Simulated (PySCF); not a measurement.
**CH3ClGa (SMILES [CH3][Ga][Cl]): UPBE/def2-TZVP**

Aim: the vertical ionisation energy of CH3ClGa at UPBE/def2-TZVP, from 2 runs. Input form: a Python script.

The results are computed with PySCF 2.14.0.

### 1 The system as given

CH3ClGa: 6 atoms, total charge 0, spin state doublet. SMILES: `[CH3][Ga][Cl]`. The shape is that of a PBE0-D4/def2-TZVP optimisation.

Bond lengths: C1–Ga2 2.001 Å, Ga2–Cl3 2.184 Å, C1–H4 1.092 Å, C1–H5 1.092 Å, C1–H6 1.088 Å. Angles: C1–Ga2–Cl3 114.5°, Ga2–C1–H4 107.3°, Ga2–C1–H5 107.3°, Ga2–C1–H6 111.7°, H4–C1–H5 109.3°, H4–C1–H6 110.5°, H5–C1–H6 110.5°.

### 2 The energy at UPBE/def2-TZVP

File calc.py:

```python
from pyscf import gto, dft

system = gto.M(
    atom='''
C       -0.431500       0.474800      -0.328300
Ga       0.371800      -0.376700       1.294500
Cl       1.780700      -1.989900       0.868900
H       -0.944300      -0.310800      -0.887300
H        0.391000       0.868200      -0.929500
H       -1.125500       1.270500      -0.064400
''',
    max_memory=1860,
    verbose=3,
    spin=1,
    charge=0,
    basis='def2-tzvp',
)

myscf = dft.UKS(system, xc='pbe')
myscf.conv_tol = 1e-10
myscf.grids.level = 4
myscf.kernel()
if not myscf.converged:
    myscf = myscf.newton().run(myscf.mo_coeff, myscf.mo_occ)

energy = myscf.e_tot
print('E = %.10f Eh' % energy)
```

Started as:

```bash
$ OMP_NUM_THREADS=1 python calc.py
```

Standard output:

```text
WARN: HOMO -0.173104617643691 >= LUMO -0.173104617643688

converged SCF energy = -2424.48368522964  <S^2> = 0.7523099  2S+1 = 2.0023086
E = -2424.4836852296 Eh
```

It took 39 s on 1 thread of Arm Neoverse V1, shared host; peak memory 0.82 GiB.

### 3 The singlet cation

File run.py:

```python
from pyscf import gto, dft

molecule = gto.M(
    atom='''
C     -0.815417     0.897242    -0.620397
Ga     0.702600    -0.711860     2.446250
Cl     3.365035    -3.760366     1.641983
H     -1.784468    -0.587327    -1.676754
H      0.738883     1.640660    -1.756500
H     -2.126887     2.400897    -0.121698
''',
    max_memory=1860,
    charge=1,
    unit='bohr',
    verbose=3,
    basis='def2-tzvp',
)

mf = dft.RKS(molecule)
mf.xc = 'pbe'
mf.conv_tol = 1e-10
mf.grids.level = 4
mf.kernel()
if not mf.converged:
    mf = mf.newton().run(mf.mo_coeff, mf.mo_occ)

etot = mf.e_tot
print('E = %.10f Eh' % etot)
```

Started as:

```bash
$ OMP_NUM_THREADS=1 python run.py
```

Standard output:

```text
converged SCF energy = -2424.19296095158
E = -2424.1929609516 Eh
```

It took 24 s on 1 thread of Arm Neoverse V1, shared host; peak memory 0.81 GiB.

### 4 What came out

At UPBE/def2-TZVP:

| quantity | value |
| --- | --- |
| doublet CH3ClGa: total energy | -2424.48369 Eh |
| doublet CH3ClGa: dipole moment | 2.49 D |
| doublet CH3ClGa: HOMO energy (highest over α and β) | -4.90 eV |
| doublet CH3ClGa: LUMO energy (lowest over α and β) | -3.77 eV |
| doublet CH3ClGa: ⟨S²⟩ | 0.752 |
| singlet cation: total energy | -2424.19296 Eh |
| singlet cation: HOMO energy | -13.26 eV |
| singlet cation: LUMO energy | -10.88 eV |
| singlet cation: HOMO–LUMO gap | 2.38 eV |
| vertical ionisation energy (to the singlet cation) | 7.911 eV |

In words: Removing an electron at fixed nuclei costs 7.91 eV (182 kcal/mol). Only the singlet of the ionised species was computed; a triplet could lie lower.
